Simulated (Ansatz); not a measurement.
# C2H9NOSi: a ladder of functionals and wavefunction methods

An exercise on one series of results from a longer session: the logs are not shown, and one member is left open.

Program: Ansatz 0.2.0, Gaussian basis. Level of theory: functionals in def2-TZVPP, the program's frozen cores in correlated methods. These are calculated values, not measurements.

Levels to be run: LDA (SPW92), PBE-D4, revPBE-D4, BLYP-D4, r2SCAN-D4, B97M-V, PBE0-D4, B3LYP-D4, r2SCANh-D4, r2SCAN0-D4, HSE06-D4, BHLYP-D4, CAM-B3LYP-D4, LC-ωPBE, ωB97X-V, ωB97M-V, B2PLYP, PBE-QIDH; CCSD(T)/def2-SVP; CCSD(T)/def2-TZVPP; MP2/def2-QZVPP; extrapolation to the limit; RPA on PBE.

## The relaxed structure

All runs share one geometry, relaxed beforehand with PBE0-D4 in a triple-zeta def2 set.

SMILES `CC(N)O[SiH3]`, 14 atoms, charge 0, spin multiplicity 1.

Atoms are counted from 1 here; the program's logs count them from 0.

Bond lengths: C1–C2 1.513 Å, C1–H6 1.093 Å, C1–H7 1.090 Å, C1–H8 1.091 Å, C2–N3 1.423 Å, C2–O4 1.436 Å, C2–H9 1.099 Å, N3–H10 1.013 Å, N3–H11 1.012 Å, O4–Si5 1.641 Å, Si5–H12 1.491 Å, Si5–H13 1.482 Å, Si5–H14 1.490 Å. Angles: C2–C1–H6 109.8°, C2–C1–H7 110.2°, C2–C1–H8 111.0°, H6–C1–H7 108.9°, H6–C1–H8 108.0°, H7–C1–H8 108.9°, C1–C2–N3 110.6°, C1–C2–O4 109.7°, C1–C2–H9 110.0°, N3–C2–O4 111.1°, N3–C2–H9 107.6°, O4–C2–H9 107.9°, C2–N3–H10 110.4°, C2–N3–H11 110.9°, H10–N3–H11 107.9°, C2–O4–Si5 124.5°, O4–Si5–H12 110.3°, O4–Si5–H13 106.8° and more.

Geometry (Å):

```mol
C2H9NOSi
  3D, bonds by distance, orders not assigned

 14 13  0  0  0  0  0  0  0  0999 V2000
   -1.1323    0.7173    0.8324 C   0  0
    0.2637    0.1744    0.6223 C   0  0
    1.2290    1.0329    1.2195 N   0  0
    0.5134    0.0149   -0.7830 O   0  0
    0.0610   -1.2937   -1.6640 Si  0  0
   -1.2222    1.6994    0.3603 H   0  0
   -1.3413    0.8176    1.8979 H   0  0
   -1.8789    0.0584    0.3859 H   0  0
    0.3588   -0.8120    1.0966 H   0  0
    1.1710    1.9621    0.8195 H   0  0
    2.1662    0.6850    1.0633 H   0  0
    0.4556   -2.5495   -0.9630 H   0  0
    0.7542   -1.1920   -2.9696 H   0  0
   -1.4111   -1.3441   -1.8896 H   0  0
  1  2  8  0
  2  3  8  0
  2  4  8  0
  4  5  8  0
  1  6  8  0
  1  7  8  0
  1  8  8  0
  2  9  8  0
  3 10  8  0
  3 11  8  0
  5 12  8  0
  5 13  8  0
  5 14  8  0
M  END
```

The first run:

in.yaml

```yaml
crystal:
  periodic: [false, false, false]
  atoms:
    - {symbol: C, position_ang: [-1.132325, 0.717333, 0.832391]}
    - {symbol: C, position_ang: [0.263731, 0.174426, 0.622257]}
    - {symbol: N, position_ang: [1.228984, 1.032933, 1.219527]}
    - {symbol: O, position_ang: [0.513419, 0.014854, -0.782977]}
    - {symbol: Si, position_ang: [0.060997, -1.293738, -1.664003]}
    - {symbol: H, position_ang: [-1.222181, 1.699408, 0.360333]}
    - {symbol: H, position_ang: [-1.341273, 0.817603, 1.897943]}
    - {symbol: H, position_ang: [-1.878947, 0.058391, 0.385895]}
    - {symbol: H, position_ang: [0.358823, -0.812041, 1.096614]}
    - {symbol: H, position_ang: [1.170974, 1.962122, 0.819503]}
    - {symbol: H, position_ang: [2.166212, 0.685041, 1.063303]}
    - {symbol: H, position_ang: [0.455589, -2.549506, -0.962976]}
    - {symbol: H, position_ang: [0.754192, -1.192046, -2.969563]}
    - {symbol: H, position_ang: [-1.411096, -1.344080, -1.889646]}
basis:
  gaussian: {orbitals: def2-TZVPP}
hamiltonian: {xc: lda}
output: {orbitals: {seedname: orbitals}}
```

The run is started by

```sh
> ansatz run in.yaml --threads 4 --pin off --events-out ev --progress --plain --max-ram 10444MiB
```

Steps of the session up to this table: LDA; PBE-D4 (GGA); revPBE-D4 (GGA); BLYP-D4 (GGA); r2SCAN-D4 (meta-GGA); B97M-V (meta-GGA); PBE0-D4 (hybrid); B3LYP-D4 (hybrid); r2SCANh-D4 (hybrid); r2SCAN0-D4 (hybrid); HSE06-D4 (hybrid); BHLYP-D4 (hybrid); CAM-B3LYP-D4 (range-separated); LC-ωPBE (range-separated); ωB97X-V (range-separated); ωB97M-V (range-separated); B2PLYP (double hybrid); PBE-QIDH (double hybrid).

One of the session's tables, all rows but one given; the rest of the session is left out.

It belongs to the step «Frontier levels by functional». 

| functional | HOMO (eV) | LUMO (eV) | gap (eV) |
| --- | --- | --- | --- |
| LDA (SPW92) | -6.16 | -0.73 | 5.43 |
| PBE-D4 | -6.01 | -0.46 | 5.56 |
| revPBE-D4 | -5.96 | -0.33 | 5.62 |
| BLYP-D4 | -5.90 | -0.34 | 5.56 |
| r2SCAN-D4 | -6.34 | 0.00 | 6.34 |
| B97M-V | -6.53 | -0.31 | 6.22 |
| PBE0-D4 | -7.52 | 0.39 | 7.92 |
| B3LYP-D4 | -7.27 | 0.16 | 7.43 |
| r2SCANh-D4 | -6.90 | 0.28 | 7.18 |
| r2SCAN0-D4 | -7.76 | 0.69 | 8.44 |
| HSE06-D4 | -7.12 | 0.02 | 7.14 |
| BHLYP-D4 | -8.98 | 1.20 | 10.18 |
| CAM-B3LYP-D4 | -8.98 | 1.32 | 10.30 |
| LC-ωPBE | ? | ? | ? |
| ωB97X-V | -10.03 | 2.35 | 12.39 |
| ωB97M-V | -9.96 | 1.99 | 11.95 |

Estimate the missing values for LC-ωPBE.

**Answer.** HOMO (eV): -10.38; LUMO (eV): 2.52; gap (eV): 12.90. In the column «HOMO (eV)» it is the lowest.
